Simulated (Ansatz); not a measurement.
Crystal: BPd4.

```
Pd B
1.0
     2.89203    0.00000    0.00000
     0.00000    4.36501    0.00000
     0.00000    0.00000    5.85632
Pd B
4 1
Direct
  0.50000 0.00000 0.19758
  0.00000 0.00000 0.61947
  0.00000 0.50000 0.32916
  0.50000 0.50000 0.86756
  0.50000 0.00000 0.86323
```

The cell comes from a database or a generator and needn't be the stable form of this composition.

Program: Ansatz 0.2.0. Alike in all runs: task band structure; potentials or basis Ansatz PAW; no spin polarisation; cell as given; k mesh 7 × 5 × 4; smearing fermi-dirac 0.05 eV.

Question: Order these runs on this cell by their pressure, lowest first.
A. level r2SCAN; cutoff (eV) 500
B. level BLYP; cutoff (eV) 420
C. level LDA; cutoff (eV) 420
D. level PBEsol; cutoff (eV) 420
E. level revPBE; cutoff (eV) 420

Answer: C (-13.3 GPa), D (-8.5 GPa), A (-4.6 GPa), E (1.7 GPa), B (7.2 GPa).

Caveats: the PAW data sets come from PBE, with cores solved anew for the run's functional, which leaves a small shift of forces and pressure.

Runs at the PBE level aren't shown here.
